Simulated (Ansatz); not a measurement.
# CaAl2Ge2: the cost of one run

Computed with Ansatz 0.2.0 (DFT PBEsol, scalar-relativistic, plane waves, PAW, unless a step's input says otherwise).

### 1 The system as given

It takes space group P-3m1 (No. 164, trigonal). Conventional cell: a = 4.165 Å, b = 4.165 Å, c = 7.037 Å, α = 90.00°, β = 90.00°, γ = 120.00°. Ca (site symmetry -3m) has 6 Ge at 3.01 Å as nearest neighbours. Al (site symmetry 3m) has 4 Ge at 2.53 to 2.62 Å as nearest neighbours. Around Ge (site symmetry 3m) lie 4 Al at 2.53 to 2.62 Å.

Structure file:

```xyz
5
Lattice="4.1645 0.0000 0.0000 -2.0823 3.6066 0.0000 0.0000 0.0000 7.0369" Properties=species:S:1:pos:R:3 pbc="T T T"
Ca    0.0000    0.0000    0.0000
Al    0.0000    2.4044    4.4303
Al    2.0823    1.2022    2.6066
Ge    0.0000    2.4044    1.8074
Ge    2.0823    1.2022    5.2294
```

It is the result of an earlier relaxation at this level (volume 21.14 Å³/atom; gap on the mesh: none (metal)).

### 2 Point at V/V0 = 0.97

File input.yaml:

```yaml
crystal:
  lattice:
    - [4.1224790243, 0.0, 0.0]
    - [-2.0612395121, 3.5701715616, 0.0]
    - [0.0, 0.0, 6.9657817645]
  atoms:
    - { symbol: Ca, position: [0.0, 0.0, 0.0] }
    - { symbol: Al, position: [0.3333333333, 0.6666666667, 0.6295830805] }
    - { symbol: Al, position: [0.6666666667, 0.3333333333, 0.3704169195] }
    - { symbol: Ge, position: [0.3333333333, 0.6666666667, 0.256850456] }
    - { symbol: Ge, position: [0.6666666667, 0.3333333333, 0.743149544] }
basis:
  ecutwfc: 420
kpoints:
  mp_grid: { grid: [12, 12, 6] }
hamiltonian:
  xc: pbesol
scf:
  occupations: { method: gaussian, width: 0.1 }
output:
  forces: true
  stress: true
  eigenvalues: true
relax:
  adjacent_minimum: "off"
  f_tol: 0.01
  max_steps: 30
  cell: { stress_tol: 0.1, fix: [volume] }
```

The run is started by

```
$ ansatz run input.yaml --threads 1 --pin off --max-ram 2560MiB --backend cpu --events-out ev --progress --plain --runs-dir out
```

What time and memory should one allow on 1 thread of Arm Neoverse V2, shared host?

About 57 s, with a peak of 0.51 GiB.
